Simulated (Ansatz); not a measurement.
# Ba2Tl5V3O12 in Ansatz: the effect of Hubbard term

The system is Ba2Tl5V3O12.

```
Ba V Tl O
1.0
     6.06147    0.00000    0.00000
    -2.48324    5.58450    0.00000
    -2.28447   -2.42817   13.72687
Ba V Tl O
2 3 5 12
Direct
  0.88251 0.01561 0.47320
  0.57886 0.79688 0.88922
  0.26936 0.10580 0.98468
  0.11629 0.55820 0.33914
  0.60807 0.30696 0.66552
  0.48361 0.28991 0.38373
  0.08311 0.07485 0.74869
  0.77279 0.89398 0.17719
  0.29791 0.66599 0.60107
  0.97201 0.46636 0.04740
  0.02458 0.05647 0.04354
  0.16369 0.86975 0.88754
  0.33585 0.37289 0.93818
  0.53308 0.10242 0.04892
  0.42674 0.67762 0.40063
  0.95197 0.64202 0.41211
  0.00696 0.24041 0.32565
  0.08373 0.64865 0.23032
  0.85890 0.33214 0.61652
  0.63673 0.58163 0.72390
  0.56343 0.09920 0.74423
  0.34984 0.20226 0.56862
```

The cell was built by a generator and needn't be a form met in nature.

Alike in all runs:

| Quantity | Value |
| --- | --- |
| Program | Ansatz 0.2.0 |
| Task | projected density of states |
| Functional | PBE |
| Potentials or basis | Ansatz PAW |
| Cutoff | 420 eV (not typed: the program's choice for these potentials) |
| k mesh | 5 × 5 × 2 |
| Occupations | fermi-dirac, width 0.05 eV |
| Spin | collinear spin, ferromagnetic start |
| Starting moments | [0.0, 0.0, 2.0, 2.0, 2.0, 0.0, 0.0, 0.0, 0.0, 0.0, 0.0, 0.0, 0.0, 0.0, 0.0, 0.0, 0.0, 0.0, 0.0, 0.0, 0.0, 0.0] μB |
| Hubbard projectors | ortho-atomic (the default) |
| Double counting | fll (the default) |

```csv
Hubbard term,gap on the mesh (eV),pressure (GPa),largest force (eV/Å)
V d U = 2 eV,3.03,0.1,0.06
V d U = 4 eV,?,?,?
V d U = 6 eV,3.05,0.5,0.20
V d U = 8 eV,3.05,0.7,0.29
```

Q: What does the run with Hubbard term V d U = 4 eV give?

A: gap on the mesh 3.04 eV; pressure 0.3 GPa; largest force 0.13 eV/Å.

Worked out: A straight line through the other rows of the gap on the mesh, of slope 0.00357 eV per eV, gives 3.04 eV, against the run's 3.04. A straight line through the other rows of the pressure, of slope 0.1 GPa per eV, gives 0.3 GPa, against the run's 0.3. A straight line through the other rows of the largest force, of slope 0.0379 eV/Å per eV, gives 0.13 eV/Å, against the run's 0.13.

Caveats: the magnetic or orbital state may not be the lowest; odd divisions of the mesh miss points on the zone boundary, where band edges often lie, so the gap on the mesh can be too wide; spin-orbit coupling is left out, which as a rule narrows the gap of such compounds by several tenths of an eV; the starting moments weren't kept.

A k mesh can miss the band edges.
